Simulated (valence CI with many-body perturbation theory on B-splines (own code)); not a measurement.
**Pt⁷²⁺: settings changed one run at a time**

Aim: see how the low levels and the ionisation energy of Pt⁷²⁺ respond to changed settings, and what each run costs. A reference run comes first.

Method: configuration interaction of the valence electrons, many-body perturbation theory for a frozen closed Dirac-Fock core, no-pair Dirac Hamiltonian, B-spline basis. Code: an in-house CI+MBPT code version 3.

## (1) The atom as given

| Quantity | Value |
| --- | --- |
| element | platinum (Z = 78, A = 195) |
| charge | +72 |
| frozen core | [He] |
| start configuration of the valence electrons | 2s2 2p2 |
| nuclear rms radius | 5.4270 fm |

## (2) The reference run

Settings of the run:

```ini
atom Pt  Z=78  mass_number=195  rms_radius_fm=5.4270
core [He]
valence 2s2 2p2
avg = 1
basis = S
breit = 1
cap = 10000
capref = 1200
cscale = 1
de = 0.0
dress = 0
eps = 2e-08
h = 0.27
hh = 1
l2 = 3
lcore = 6
maxit = 60
n2 = 5
natural = 1
nlev = 20
nno = [3, 3, 3, 2, 1]
nroot = 26
nsp = [3, 3, 2, 1, 0]
pt2 = 1
qed = 1
rpa = 1
s1 = 1
s2 = 1
s3 = 1
screen = 1
tol = 2e-05
```

The run is started by

```sh
python run_cv.py task.json out
```

task.json holds these settings and those of the later runs, which follow in the same process.

## (3) Changed: cutoff on virtual energies (hartree) 19260

Settings: those of step 2 with these lines changed.

```diff
@@ -11,2 +11,3 @@
 dress = 0
+ecut = 19260
 eps = 2e-08
```

## (4) Changed: knot step 0.2; selection threshold 1e-06

Settings: those of step 3 with these lines changed.

```diff
@@ -11,5 +11,4 @@
 dress = 0
-ecut = 19260
-eps = 2e-08
-h = 0.27
+eps = 1e-06
+h = 0.2
 hh = 1
```

## (5) Changed: scale of Σ2 1.2

Settings: those of step 4 with these lines changed.

```diff
@@ -11,4 +11,4 @@
 dress = 0
-eps = 1e-06
-h = 0.2
+eps = 2e-08
+h = 0.27
 hh = 1
@@ -27,3 +27,3 @@
 s1 = 1
-s2 = 1
+s2 = 1.2
 s3 = 1
```

## (6) Changed: Davidson iteration cap 2

Settings: those of step 5 with these lines changed.

```diff
@@ -16,3 +16,3 @@
 lcore = 6
-maxit = 60
+maxit = 2
 n2 = 5
@@ -27,3 +27,3 @@
 s1 = 1
-s2 = 1.2
+s2 = 1
 s3 = 1
```

Q: Predict the results.

**Answer**, as computed:

```tsv
run	outcome	ionisation energy (eV)	its shift (eV)	mean size of level shifts (cm⁻¹)	time
reference	converged	20837.9	0	0	12 s
cutoff on virtual energies (hartree) 19260	converged	20837.9	+0.022	220	12 s
knot step 0.2; selection threshold 1e-06	converged	20837.9	+0.0022	53	11 s
scale of Σ2 1.2	converged	20837.9	-0.0027	390	11 s
Davidson iteration cap 2	not converged	-	-	-	10 s
NIST (tabulated theoretical)	-	20840	-	-	-
```

The ionisation energy reacts most to «cutoff on virtual energies (hartree) 19260» (+0.022 eV) and least to «knot step 0.2; selection threshold 1e-06» (+0.0022 eV). The reference run itself stands -2.12 eV from the NIST entry (uncertainty 70 eV). Cautions: by estimate large intervals hold to a few tenths of a per cent, small ones and the rates on them less well.
